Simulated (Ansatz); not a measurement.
**C₃H₂F₄: geometry and vibrations**

Aim: relax C₃H₂F₄ from a cheap starting geometry, then compute its harmonic vibrations to see whether it is a minimum and to get the zero-point energy and entropy, and look at its orbitals and charge.

The runs use Ansatz 0.2.0, Gaussian basis; RKS PBE0-D4/def2-TZVP.

The runs, in order: relaxation at PBE-D4/def2-SVP; relaxation at PBE0-D4/def2-TZVP; harmonic vibrations at the same level; a single point in def2-TZVPP for the fields.

### 1 The starting structure

9 atoms, charge 0, spin multiplicity 1.

Atoms are counted from 1 here; the program's logs count them from 0.

Bond lengths: F1–C2 1.333 Å, C2–C3 1.310 Å, C2–H8 1.099 Å, C3–F4 1.348 Å, C3–C5 1.499 Å, C5–F6 1.384 Å, C5–F7 1.361 Å, C5–H9 1.097 Å. Angles: F1–C2–C3 119.1°, F1–C2–H8 114.3°, C3–C2–H8 126.5°, C2–C3–F4 120.6°, C2–C3–C5 123.7°, F4–C3–C5 115.2°, C3–C5–F6 112.2°, C3–C5–F7 111.6°, C3–C5–H9 115.5°, F6–C5–F7 104.9°, F6–C5–H9 106.8°, F7–C5–H9 105.0°.

The start is a force-field geometry with small random shifts, so a cheaper pass at PBE-D4/def2-SVP comes first.

### 2 Geometry optimisation, PBE-D4/def2-SVP (cheap first pass)

in.yaml

```yaml
crystal:
  periodic: [false, false, false]
  atoms:
    - {symbol: F, position_ang: [-1.062200, -0.324700, -2.298800]}
    - {symbol: C, position_ang: [-0.594900, 0.260600, -1.195500]}
    - {symbol: C, position_ang: [-0.107900, -0.487000, -0.235800]}
    - {symbol: F, position_ang: [-0.003500, -1.821800, -0.391000]}
    - {symbol: C, position_ang: [0.529700, 0.062800, 1.004300]}
    - {symbol: F, position_ang: [0.607400, 1.444900, 0.984800]}
    - {symbol: F, position_ang: [-0.200200, -0.232200, 2.115000]}
    - {symbol: H, position_ang: [-0.618800, 1.359000, -1.220700]}
    - {symbol: H, position_ang: [1.539000, -0.307900, 1.220700]}
basis:
  gaussian: {orbitals: def2-SVP}
hamiltonian: {xc: pbe, dispersion: d4}
relax: {f_tol: 0.03, max_steps: 200}
```

Command:

```
> ansatz run in.yaml --threads 4 --pin off --events-out ev --progress --plain --max-ram 10444MiB
```

Output, shortened:

```text
Functional definition: PBE
  name "PBE"
  cite "Perdew, Burke & Ernzerhof, Phys. Rev. Lett. 77, 3865 (1996) doi:10.1103/PhysRevLett.77.3865"
  parent pbe
[...]
1182 factors; their error is unknown
[...]
mean field -13984.80255911 eV, -513.9320148076 hartree, gradient 6.5e-5 eV, S^2 0.000000; 0 other end points of the search recorded, 0 dependent functions left out
[...]
reference -13984.80257973 eV, -513.9320155653 hartree; 28, 28 occupied and 80, 80 virtual orbitals, 1182 factors
relax step   1: F+E_penalty+E_count = -13984.96054889 eV  Δ(F+E_penalty+E_count) = +0.000e0 eV  max|allowed force component| = 1.738e0 eV/Å  Δτ_max = 0.0000 Å  (29 SCF iters, accepted)
[...]
relax step   6: F+E_penalty+E_count = -13985.09822533 eV  Δ(F+E_penalty+E_count) = -3.736e-4 eV  max|allowed force component| = 3.182e-2 eV/Å  Δτ_max = 0.0080 Å  (31 SCF iters, accepted)
[...]
relax step   7: F+E_penalty+E_count = -13985.09829680 eV  Δ(F+E_penalty+E_count) = -7.147e-5 eV  max|allowed force component| = 8.132e-3 eV/Å  Δτ_max = 0.0036 Å  (33 SCF iters, accepted)
1182 factors; their error is unknown
[...]
mean field -13984.94027914 eV, -513.9370759254 hartree, gradient 2.2e-5 eV, S^2 0.000000; 1 other end points of the search recorded, 0 dependent functions left out
[...]
reference -13984.94029967 eV, -513.9370766798 hartree; 28, 28 occupied and 80, 80 virtual orbitals, 1182 factors
Total energy: -13985.09831732 eV, -513.9428837216 hartree
Atom 0 at    -1.100849    -0.281692    -2.331982 Å, force    -0.000282     0.000290    -0.002022 eV/Å
Atom 1 at    -0.582723     0.257657    -1.227405 Å, force     0.001627     0.002228     0.000225 eV/Å
Atom 2 at    -0.053601    -0.489141    -0.242014 Å, force     0.001597    -0.003141     0.004309 eV/Å
Atom 3 at    -0.004079    -1.829048    -0.298592 Å, force    -0.001783    -0.000965     0.000268 eV/Å
Atom 4 at     0.534089     0.079110     1.019952 Å, force    -0.003664    -0.008132     0.003773 eV/Å
Atom 5 at     0.582106     1.441089     0.942556 Å, force    -0.000635     0.006670    -0.001626 eV/Å
Atom 6 at    -0.237018    -0.266998     2.095638 Å, force     0.002874    -0.000703    -0.001440 eV/Å
Atom 7 at    -0.612217     1.355731    -1.178160 Å, force    -0.000297     0.001700    -0.001701 eV/Å
Atom 8 at     1.562892    -0.313007     1.203008 Å, force     0.000563     0.002052    -0.001787 eV/Å
Dipole moment:     0.206532     0.144527    -0.060020 e Å
```

It took 8 s on 4 threads of Arm Neoverse V1, shared host.

Relaxation path:

```csv
step,energy from step 1 (eV),largest force component (eV/Å)
1,0.0000,1.7381
2,-0.1165,0.5808
3,-0.1305,0.2560
4,-0.1354,0.1210
5,-0.1373,0.0581
6,-0.1377,0.0318
7,-0.1377,0.0081
```

Distances of close pairs at the start and the end, largest changes first:

```csv
bond,before (Å),after (Å),change (Å)
C2–C3,1.310,1.345,+0.034
C5–F6,1.384,1.365,-0.019
C5–H9,1.097,1.116,+0.019
C5–F7,1.361,1.368,+0.007
C3–F4,1.348,1.342,-0.006
C3–C5,1.499,1.504,+0.005
C2–H8,1.099,1.100,+0.001
F1–C2,1.333,1.334,+0.000
```

### 3 Geometry optimisation, PBE0-D4/def2-TZVP

in.yaml

```yaml
crystal:
  periodic: [false, false, false]
  atoms:
    - {symbol: F, position_ang: [-1.100849, -0.281692, -2.331982]}
    - {symbol: C, position_ang: [-0.582723, 0.257657, -1.227405]}
    - {symbol: C, position_ang: [-0.053601, -0.489141, -0.242014]}
    - {symbol: F, position_ang: [-0.004079, -1.829048, -0.298592]}
    - {symbol: C, position_ang: [0.534089, 0.079110, 1.019952]}
    - {symbol: F, position_ang: [0.582106, 1.441089, 0.942556]}
    - {symbol: F, position_ang: [-0.237018, -0.266998, 2.095638]}
    - {symbol: H, position_ang: [-0.612217, 1.355731, -1.178160]}
    - {symbol: H, position_ang: [1.562892, -0.313007, 1.203008]}
basis:
  gaussian: {orbitals: def2-TZVP}
hamiltonian: {xc: pbe0, dispersion: d4}
relax: {f_tol: 0.005, max_steps: 150}
```

Same command.

Output, shortened:

```text
Functional definition: PBE0
  name "PBE0"
  cite "Adamo & Barone, J. Chem. Phys. 110, 6158 (1999) doi:10.1063/1.478522"
  cite "Perdew, Burke & Ernzerhof, Phys. Rev. Lett. 77, 3865 (1996) doi:10.1103/PhysRevLett.77.3865"
  parent pbe
[...]
1252 factors; their error is unknown
[...]
mean field -14001.74233552 eV, -514.5545401086 hartree, gradient 1.8e-5 eV, S^2 0.000000; 0 other end points of the search recorded, 0 dependent functions left out
[...]
reference -14001.74235706 eV, -514.5545409000 hartree; 28, 28 occupied and 201, 201 virtual orbitals, 1252 factors
relax step   1: F+E_penalty+E_count = -14001.87390919 eV  Δ(F+E_penalty+E_count) = +0.000e0 eV  max|allowed force component| = 7.118e-1 eV/Å  Δτ_max = 0.0000 Å  (29 SCF iters, accepted)
[...]
Total energy: -14001.92335263 eV, -514.5611923646 hartree
Atom 0 at    -1.079814    -0.292420    -2.309812 Å, force     0.000393     0.002016     0.000428 eV/Å
Atom 1 at    -0.569980     0.258535    -1.218095 Å, force    -0.001992    -0.001526    -0.003649 eV/Å
Atom 2 at    -0.066190    -0.473492    -0.239426 Å, force     0.000095    -0.002747     0.002496 eV/Å
Atom 3 at    -0.032890    -1.802817    -0.290669 Å, force     0.000697     0.001257     0.000938 eV/Å
Atom 4 at     0.533033     0.077388     1.011232 Å, force    -0.000841     0.000509     0.000276 eV/Å
Atom 5 at     0.561896     1.427280     0.960981 Å, force    -0.000076    -0.001431    -0.000052 eV/Å
Atom 6 at    -0.212632    -0.285478     2.083260 Å, force     0.001679     0.000569    -0.001826 eV/Å
Atom 7 at    -0.595726     1.338372    -1.190177 Å, force     0.001329     0.000330     0.001538 eV/Å
Atom 8 at     1.550902    -0.293665     1.175708 Å, force    -0.001283     0.001023    -0.000150 eV/Å
Dipole moment:     0.237484     0.175337    -0.071562 e Å
```

Run time: 31 s. Hardware: 4 threads of Arm Neoverse V1, shared host; peak memory 0.59 GiB.

The steps of the relaxation:

```csv
step,energy from step 1 (eV),largest force component (eV/Å)
1,0.0000,0.7118
2,-0.0449,0.2338
3,-0.0490,0.0284
4,-0.0492,0.0297
5,-0.0493,0.0166
6,-0.0494,0.0089
7,-0.0494,0.0054
8,-0.0494,0.0036
```

Distances of close pairs at the start and the end, largest changes first:

```csv
bond,before (Å),after (Å),change (Å)
C2–C3,1.345,1.322,-0.023
C5–H9,1.116,1.096,-0.020
C2–H8,1.100,1.081,-0.019
C5–F6,1.365,1.351,-0.014
C5–F7,1.368,1.355,-0.013
C3–C5,1.504,1.492,-0.011
C3–F4,1.342,1.331,-0.011
F1–C2,1.334,1.325,-0.009
```

Mulliken charges of the relaxed molecule (report file):

```csv
atom,value (e)
F1,-0.16
C2,0.02
C3,0.15
F4,-0.17
C5,0.28
F6,-0.18
F7,-0.17
H8,0.15
H9,0.09
```

### 4 Force constants and modes

in.yaml

```yaml
crystal:
  periodic: [false, false, false]
  atoms:
    - {symbol: F, position_ang: [-1.079814, -0.292420, -2.309812]}
    - {symbol: C, position_ang: [-0.569980, 0.258535, -1.218095]}
    - {symbol: C, position_ang: [-0.066190, -0.473492, -0.239426]}
    - {symbol: F, position_ang: [-0.032890, -1.802817, -0.290669]}
    - {symbol: C, position_ang: [0.533033, 0.077388, 1.011232]}
    - {symbol: F, position_ang: [0.561896, 1.427280, 0.960981]}
    - {symbol: F, position_ang: [-0.212632, -0.285478, 2.083260]}
    - {symbol: H, position_ang: [-0.595726, 1.338372, -1.190177]}
    - {symbol: H, position_ang: [1.550902, -0.293665, 1.175708]}
basis:
  gaussian: {orbitals: def2-TZVP}
hamiltonian: {xc: pbe0, dispersion: d4}
phonons: {temperatures: {t_min: 298.15, t_max: 900, t_step: 200}}
```

Launched as before.

Output, shortened:

```text
Functional definition: PBE0
  name "PBE0"
  cite "Adamo & Barone, J. Chem. Phys. 110, 6158 (1999) doi:10.1063/1.478522"
  cite "Perdew, Burke & Ernzerhof, Phys. Rev. Lett. 77, 3865 (1996) doi:10.1103/PhysRevLett.77.3865"
  parent pbe
[...]
1252 factors; their error is unknown
[...]
mean field -14001.79106300 eV, -514.5563308104 hartree, gradient 1.8e-5 eV, S^2 0.000000; 0 other end points of the search recorded, 0 dependent functions left out
[...]
reference -14001.79108444 eV, -514.5563315984 hartree; 28, 28 occupied and 201, 201 virtual orbitals, 1252 factors
[...]
1252 factors; their error is unknown
mean field -14001.79102918 eV, -514.5563295676 hartree, gradient 1.3e-6 eV, S^2 0.000000; 0 other end points of the search recorded, 0 dependent functions left out
[...]
reference -14001.79105063 eV, -514.5563303557 hartree; 28, 28 occupied and 201, 201 virtual orbitals, 1252 factors
[...]
Atom 1 at    -0.569980     0.258535    -1.218095 Å, force    -0.001983    -0.001500    -0.003604 eV/Å
Atom 2 at    -0.066190    -0.473492    -0.239426 Å, force     0.000084    -0.002734     0.002469 eV/Å
Atom 3 at    -0.032890    -1.802817    -0.290669 Å, force     0.000692     0.001255     0.000951 eV/Å
Atom 4 at     0.533033     0.077388     1.011232 Å, force    -0.000855     0.000540     0.000256 eV/Å
Atom 5 at     0.561896     1.427280     0.960981 Å, force    -0.000069    -0.001473    -0.000046 eV/Å
Atom 6 at    -0.212632    -0.285478     2.083260 Å, force     0.001686     0.000559    -0.001831 eV/Å
Atom 7 at    -0.595726     1.338372    -1.190177 Å, force     0.001334     0.000306     0.001536 eV/Å
Atom 8 at     1.550902    -0.293665     1.175708 Å, force    -0.001276     0.001041    -0.000137 eV/Å
Dipole moment:     0.237483     0.175336    -0.071563 e Å
Vibrations: 70.12 177.88 194.83 272.14 379.37 449.07 571.75 587.40 772.19 866.11 936.47 1110.74 1150.52 1213.29 1257.06 1349.93 1376.09 1440.04 1814.51 3075.64 3260.34 cm⁻¹, zero-point energy 1.384005 eV
```

Run time: 2.4 min. Hardware: 4 threads of Arm Neoverse V1, shared host; peak memory 0.59 GiB.

Motions are named by where the mode's potential energy lies. Wavenumbers, unscaled:

```csv
mode,cm⁻¹,motion
1,70,torsion
2,178,bend with torsion
3,195,bend with torsion
4,272,bend
5,379,bend with torsion
6,449,bend with torsion
7,572,torsion with bend
8,587,bend with torsion
9,772,bend with torsion
10,866,torsion with out-of-plane bend
11,936,C–F stretch with bend
12,1111,C–F stretch
13,1151,C–F stretch
14,1213,C–F stretch
15,1257,bend with C–F stretch
16,1350,bend
17,1376,bend
18,1440,bend
19,1815,C–C stretch
20,3076,C–H stretch
21,3260,C–H stretch
```

Ideal gas, rigid rotor and harmonic oscillator at 298.15 K and 1 bar, with symmetry number 1:

```csv
term,value
zero-point energy,31.9 kcal/mol
H(298) − E,36.6 kcal/mol
"entropy, translation",167.9 J/(mol K)
"entropy, rotation",116.2 J/(mol K)
"entropy, vibration",57.9 J/(mol K)
"entropy, total",342.0 J/(mol K)
```

### 5 Orbitals, density and potential

Edit in.yaml of step 4 so:

```diff
@@ -13,4 +13,4 @@
 basis:
-  gaussian: {orbitals: def2-TZVP}
+  gaussian: {orbitals: def2-TZVPP}
 hamiltonian: {xc: pbe0, dispersion: d4}
-phonons: {temperatures: {t_min: 298.15, t_max: 900, t_step: 200}}
+output: {orbitals: {seedname: orbitals}}
```

The command is unchanged.

Output:

```text
Functional definition: PBE0
  name "PBE0"
  cite "Adamo & Barone, J. Chem. Phys. 110, 6158 (1999) doi:10.1063/1.478522"
  cite "Perdew, Burke & Ernzerhof, Phys. Rev. Lett. 77, 3865 (1996) doi:10.1103/PhysRevLett.77.3865"
  parent pbe
  parameter a = 0.25
  parameter kappa = 0.804
  parameter beta = 0.06672455060314922
  exchange = (1 - a)*pbe_x(kappa = kappa, mu = beta*pi^2/3) + a*exact_x
  correlation = pbe_c(beta = beta)
1282 factors; their error is unknown
mean field evaluation 1: about -13999.3147 eV, gradient 3.9e1 eV
mean field evaluation 2: about -13999.8820 eV, gradient 3.6e1 eV
mean field evaluation 4: about -14001.7663 eV, gradient 2.0e0 eV
mean field evaluation 8: about -14001.7715 eV, gradient 3.5e-2 eV
mean field evaluation 16: about -14001.8125 eV, gradient 1.5e-4 eV
mean field -14001.81247568 eV, -514.5571177119 hartree, gradient 5.8e-5 eV, S^2 0.000000; 0 other end points of the search recorded, 0 dependent functions left out
reference -14001.81249727 eV, -514.5571185052 hartree; 28, 28 occupied and 217, 217 virtual orbitals, 1282 factors
Total energy: -14001.94476467 eV, -514.5619792426 hartree
```

Run time: 2.8 s. Hardware: 4 threads of Arm Neoverse V1, shared host; peak memory 0.57 GiB.

The fields below are evaluated on a grid from the run's orbitals.

Frontier orbitals at PBE0-D4/def2-TZVPP, with the share of their density that lies nearest to each atom:

```csv
orbital,energy (eV),lies on
HOMO-1,-10.31,"F6, F7 about 20 % each; H9 15 %; C3, C5 about 12 % each"
HOMO,-8.04,"C2, C3 about 33 % each; F1, F4 about 12 % each"
LUMO,-0.33,"C2, C3 about 30 % each; H8 11 %; F1, F7 about 6 % each"
```

ELF in a plane through or near 7 of the atoms.

Ten even steps from '0' (0.00) to '9' (1.00):
```
0000000000000000000000000000
0000000000000000000000000000
0000000000000000000000000000
0000000000000111100000000000
0000000000025677620000000000
0000000000037857840000000000
0000000000006835720022100000
0000000000002577200576310000
0000000002235432422788630000
0000000014339654844725741000
0000000013216635262678641000
0000000003673102667323320000
0000000037767302999600000000
0000000158768601999810000000
0000000147776400799810000000
0000000013332100266300000000
0000000000000000000000000000
0000000000000000000000000000
0000000000000000000000000000
0000000000000000000000000000
```
The map spans 10.3 Å across and 8.8 Å up, centred on the molecule. Atoms in the plane (x, y in Å): F1 (2.5, 0.3), C2 (1.3, -0.3), C3 (0.2, 0.5), F4 (0.3, 1.8), C5 (-1.1, -0.1), F6 (-1.1, -1.4), H8 (1.3, -1.3).

log10 of the density (e/Å³) in the same plane.

Ten even steps from ' ' (-4.0) to '@' (1.2):
```
                                                        
                                                        
                      ..::::--::::....                  
                    ..--==========--::..                
                ..::--==**######**++==::....            
            ....::----++##%%@@@@##++==------::..        
          ..::----====++##%%@@@@##++====++====--::      
        ..::--==++++++++**##%%%%##++++******++==--..    
        ::--==++******######@@%%##****%%@@%%##++--::    
        ::--==++**##%%%%%%%%@@@@%%####%%@@@@##**==::..  
        ::--==++**##@@%%########%%@@%%##%%%%**++--::    
        ..::--==**##%%%%##******##%%##******++==--..    
          ::--==**%%@@@@%%**++**##%%##**++==----..      
          ..--==**%%@@@@%%**++++**##**++==--::..        
          ..::--++####%%##**====++++++==--::..          
            ::--==++++++++==------==----::..            
              ..::------::::............                
                  ........                              
                                                        
                                                        
```
The map spans 10.3 Å across and 8.8 Å up, centred on the molecule. Atoms in the plane (x, y in Å): F1 (2.5, 0.3), C2 (1.3, -0.3), C3 (0.2, 0.5), F4 (0.3, 1.8), C5 (-1.1, -0.1), F6 (-1.1, -1.4), H8 (1.3, -1.3).

On the surface of density 0.002 e/bohr³ the electrostatic potential runs, from the 1st to the 99th percentile, from -0.56 V near F7 to 1.48 V near H9.

### 6 What came out

| quantity | value |
| --- | --- |
| point group | C1 |
| steps | 7 + 8 |
| shift from the start (rms) | 0.055 Å |
| total energy | -14001.9234 eV |
| dispersion term | -132 meV |
| dipole moment | 1.46 D |
| lowest, highest wavenumber | 70, 3260 cm⁻¹ |
| zero-point energy | 31.9 kcal/mol |
| entropy at 298.15 K | 342.0 J/(mol K) |
| HOMO, LUMO | -8.04, -0.33 eV |

In words: The atoms moved 0.06 Å (rms) from the start; the bond that changed most is C5–F6, from 1.384 to 1.351 Å. No mode is imaginary: a true minimum at this level. The stiffest mode, 3260 cm⁻¹, is a C–H stretch, and 3 modes under 200 cm⁻¹ make the vibrational entropy uncertain. Harmonic hybrid wavenumbers usually lie a few per cent above measured fundamentals. The largest Mulliken charge, +0.28 e, sits on C5. The HOMO lies mostly on C2, C3 about 33 % each; F1, F4 about 12 % each and the LUMO on C2, C3 about 30 % each; H8 11 %.
